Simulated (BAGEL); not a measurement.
**B2SiH3OF (SMILES FB1BO[SiH2]1) at HF/6-31G(d) (density fitting with qzvpp-jkfit, spherical functions)**

What is the vertical singlet–triplet gap of B2SiH3OF at HF/6-31G* (density fitting with qzvpp-jkfit, spherical functions)? 

Program for the calculation: BAGEL 1.2.2.

2 further runs of the same task are left out: 2 set aside as unsound or not needed.

## Step 1: The system as given

B2SiH3OF: 8 atoms, total charge 0, spin state singlet. As SMILES, `FB1BO[SiH2]1`. The coordinates come from a PBE0-D4/def2-TZVP relaxation.

Bond lengths: F1–B2 1.306 Å, B2–B3 1.746 Å, B3–O4 1.365 Å, B2–Si5 2.041 Å, O4–Si5 1.721 Å, B3–H6 1.197 Å, Si5–H7 1.489 Å, Si5–H8 1.489 Å. Some angles: F1–B2–B3 139.6°, F1–B2–Si5 140.7°, B3–B2–Si5 79.7°, B2–B3–O4 98.8°, B3–O4–Si5 103.7°, B2–Si5–O4 77.8°, B2–B3–H6 140.6°, O4–B3–H6 120.6°, B2–Si5–H7 123.0°, B2–Si5–H8 123.0°.

## Step 2: The energy at HF/6-31G(d) (density fitting with qzvpp-jkfit, spherical functions)

input.json

```json
{ "bagel" : [

{
  "title" : "molecule",
  "basis" : "6-31gs.json",
  "df_basis" : "qzvpp-jkfit",
  "angstrom" : true,
  "geometry" : [
    { "atom" : "F", "xyz" : [   -0.634600,   -0.912100,    2.235600 ] },
    { "atom" : "B", "xyz" : [   -0.229200,   -0.367200,    1.119900 ] },
    { "atom" : "B", "xyz" : [    0.848600,    0.890900,    0.568500 ] },
    { "atom" : "O", "xyz" : [    0.644400,    0.766700,   -0.775900 ] },
    { "atom" : "Si", "xyz" : [   -0.499600,   -0.513000,   -0.897400 ] },
    { "atom" : "H", "xyz" : [    1.607300,    1.712300,    0.996800 ] },
    { "atom" : "H", "xyz" : [   -1.722100,   -0.018900,   -1.588700 ] },
    { "atom" : "H", "xyz" : [    0.077300,   -1.615700,   -1.714600 ] }
  ]
},
{
  "title" : "hf"
},
{
  "title" : "print",
  "file" : "orbitals.molden",
  "orbitals" : true
}

]}
```

The basis set 6-31G* is read from a file made from the Basis Set Exchange's data (not shown).

Run with:

```sh
BAGEL_NUM_THREADS=1 BAGEL input.json > input.out
```

Standard output:

```text
* using 1 threads per process

  ===============================================================
  ===============================================================

  *** Geometry ***

  { "atom" : "F", "xyz" : [     -1.199220,     -1.723619,      4.224672 ] },
  { "atom" : "B", "xyz" : [     -0.433125,     -0.693907,      2.116304 ] },
  { "atom" : "B", "xyz" : [      1.603622,      1.683557,      1.074309 ] },
  { "atom" : "O", "xyz" : [      1.217740,      1.448853,     -1.466239 ] },
  { "atom" : "Si", "xyz" : [     -0.944107,     -0.969430,     -1.695840 ] },
  { "atom" : "H", "xyz" : [      3.037357,      3.235778,      1.883679 ] },
  { "atom" : "H", "xyz" : [     -3.254297,     -0.035716,     -3.002208 ] },
  { "atom" : "H", "xyz" : [      0.146076,     -3.053231,     -3.240124 ] },

  Number of auxiliary basis functions:      486

  Since a DF basis is specified, we compute 2- and 3-index integrals:
    o Being stored without compression. Storage requirement is 0.025 GB

  Number of basis functions:       80
  Number of electrons      :       44

    * METHOD: MOLECULE                             0.21

  *** RHF ***

  === Nuclear Repulsion ===
   185.3810028628

      * DIIS with orbital gradients will be used.

  === RHF iteration (6-31gs.json) ===
      0       -514.14384731          0.02277018           0.06
      1       -514.28580026          0.01704943           0.05
      2       -514.39496917          0.00182356           0.06
      3       -514.39740108          0.00068289           0.06
      4       -514.39764012          0.00016290           0.06
      5       -514.39766147          0.00004642           0.06
      6       -514.39766359          0.00001759           0.05
      7       -514.39766396          0.00000403           0.05
      8       -514.39766398          0.00000129           0.06
      9       -514.39766398          0.00000033           0.06
     10       -514.39766398          0.00000016           0.06
     11       -514.39766398          0.00000005           0.06
     12       -514.39766398          0.00000001           0.06
     13       -514.39766398          0.00000001           0.06
    * SCF iteration converged.

    * Permanent dipole moment:
           (    0.320736,     0.369527,    -0.101806) a.u.

    * METHOD: HF                                   0.96

    * METHOD: PRINT                                0.01

  ===============================================================
```

Wall time 1.4 s (1 thread of Arm Neoverse V2, shared host); peak memory 0.11 GiB.

## Step 3: The triplet, same level

calc.json

```json
{ "bagel": [

{
  "title": "molecule",
  "basis": "6-31gs.json",
  "df_basis": "qzvpp-jkfit",
  "angstrom": true,
  "geometry": [
    { "atom": "F", "xyz": [      -0.634600,      -0.912100,       2.235600 ] },
    { "atom": "B", "xyz": [      -0.229200,      -0.367200,       1.119900 ] },
    { "atom": "B", "xyz": [       0.848600,       0.890900,       0.568500 ] },
    { "atom": "O", "xyz": [       0.644400,       0.766700,      -0.775900 ] },
    { "atom": "Si", "xyz": [      -0.499600,      -0.513000,      -0.897400 ] },
    { "atom": "H", "xyz": [       1.607300,       1.712300,       0.996800 ] },
    { "atom": "H", "xyz": [      -1.722100,      -0.018900,      -1.588700 ] },
    { "atom": "H", "xyz": [       0.077300,      -1.615700,      -1.714600 ] }
  ]
},

{
  "title": "uhf",
  "nopen": 2
},

{
  "title": "print",
  "file": "orbitals.molden",
  "orbitals": true
}

]}
```

The basis set 6-31G* is read from a file made from the Basis Set Exchange's data (not shown).

Run with:

```sh
BAGEL_NUM_THREADS=1 BAGEL calc.json > calc.out
```

Standard output:

```text
* using 1 threads per process

  ===============================================================
  ===============================================================

  *** Geometry ***

  { "atom" : "F", "xyz" : [     -1.199220,     -1.723619,      4.224672 ] },
  { "atom" : "B", "xyz" : [     -0.433125,     -0.693907,      2.116304 ] },
  { "atom" : "B", "xyz" : [      1.603622,      1.683557,      1.074309 ] },
  { "atom" : "O", "xyz" : [      1.217740,      1.448853,     -1.466239 ] },
  { "atom" : "Si", "xyz" : [     -0.944107,     -0.969430,     -1.695840 ] },
  { "atom" : "H", "xyz" : [      3.037357,      3.235778,      1.883679 ] },
  { "atom" : "H", "xyz" : [     -3.254297,     -0.035716,     -3.002208 ] },
  { "atom" : "H", "xyz" : [      0.146076,     -3.053231,     -3.240124 ] },

  Number of auxiliary basis functions:      486

  Since a DF basis is specified, we compute 2- and 3-index integrals:
    o Being stored without compression. Storage requirement is 0.025 GB

  Number of basis functions:       80
  Number of electrons      :       44

    * METHOD: MOLECULE                             0.21

  *** Open-shell HF ***

  === Nuclear Repulsion ===
   185.3810028628

      * DIIS with orbital gradients will be used.

  === UHF iteration (6-31gs.json) ===
      0       -514.01096559          0.04675987           0.12
      1       -514.18156808          0.03482601           0.12
      2       -514.25141695          0.02349276           0.12
      3       -514.31240978          0.00181606           0.12
      4       -514.31386782          0.00094553           0.12
      5       -514.31426947          0.00044533           0.12
      6       -514.31446102          0.00019028           0.12
      7       -514.31449673          0.00010727           0.12
      8       -514.31450698          0.00003972           0.12
      9       -514.31450858          0.00002836           0.12
     10       -514.31450923          0.00002048           0.12
     11       -514.31450975          0.00001510           0.12
     12       -514.31451010          0.00001044           0.12
     13       -514.31451030          0.00000530           0.12
     14       -514.31451034          0.00000317           0.12
     15       -514.31451035          0.00000166           0.12
     16       -514.31451035          0.00000090           0.12
     17       -514.31451035          0.00000051           0.12
     18       -514.31451035          0.00000030           0.12
     19       -514.31451035          0.00000019           0.12
     20       -514.31451035          0.00000015           0.12
     21       -514.31451035          0.00000009           0.12
     22       -514.31451035          0.00000005           0.12
     23       -514.31451035          0.00000003           0.12
     24       -514.31451035          0.00000001           0.12
     25       -514.31451035          0.00000000           0.12
    * SCF iteration converged.

    * S^2 (UHF) is 2.0133

    * Permanent dipole moment:
           (    0.315815,     0.331487,     0.310837) a.u.

    * METHOD: UHF                                  3.31

    * METHOD: PRINT                                0.01

  ===============================================================
```

It took 3.9 s on 1 thread of Arm Neoverse V2, shared host; peak memory 0.11 GiB.

## Step 4: Outcome

At HF/6-31G* (density fitting with qzvpp-jkfit, spherical functions):

| quantity | value |
| --- | --- |
| singlet: total energy | -514.39766 Eh |
| singlet: dipole moment | 1.27 D |
| singlet: HOMO energy | -9.79 eV |
| singlet: LUMO energy | 1.33 eV |
| singlet: HOMO–LUMO gap | 11.12 eV |
| triplet: total energy | -514.31451 Eh |
| triplet: dipole moment | 1.41 D |
| triplet: ⟨S²⟩ | 2.013 |
| vertical energy of the triplet above the singlet | 2.263 eV |

At this shape the triplet lies 2.26 eV (52 kcal/mol) above the singlet.
